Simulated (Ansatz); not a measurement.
Crystal: MnS.

```
Mn S
1.0
     0.00000    2.60450    2.60450
     2.60450    0.00000    2.60450
     2.60450    2.60450    0.00000
Mn S
1 1
Direct
  0.00000 0.00000 0.00000
  0.50000 0.50000 0.50000
```

- Program: Ansatz 0.2.0
- Task: relaxation of cell and atoms
- Functional: PBE
- Potentials or basis: all-electron LAPW, scalar-relativistic
- Basis error allowed: 0.001 eV/atom
- k mesh: 7 × 7 × 7
- Occupations: fermi-dirac, width 0.05 eV
- Spin: collinear spin, ferromagnetic start
- Starting moments: [4.0, 0.0] μB

At the start: volume 17.67 Å³/atom.

Problem. Where does the relaxation end?

Solution. Over 5 steps the energy falls by 9.6 meV/atom and the volume is 16.75 Å³/atom (-5.2 %); space group Fm-3m (No. 225, to 0.05 Å); moment 4.58 μB per cell.

The path:
| step | energy change (eV) | largest force (eV/Å) | volume (Å³) |
| --- | --- | --- | --- |
| 1 | 0.0000 | 0.0000 | 35.33 |
| 2 | -0.0169 | 0.0000 | 34.10 |
| 3 | -0.0192 | 0.0000 | 33.41 |
| 4 | -0.0192 | 0.0000 | 33.49 |
| 5 | -0.0192 | 0.0000 | 33.49 |

Final structure:
```
CELL_PARAMETERS angstrom
0.00000 2.55838 2.55838
2.55838 0.00000 2.55838
2.55838 2.55838 0.00000
ATOMIC_POSITIONS crystal
Mn 0.00000 0.00000 0.00000
S 0.50000 0.50000 0.50000
```

Caveat: the k mesh is thin for a metal, which can move the energy by tens of meV per atom; a cell with one magnetic atom can't hold antiferromagnetic order, which such compounds often take.
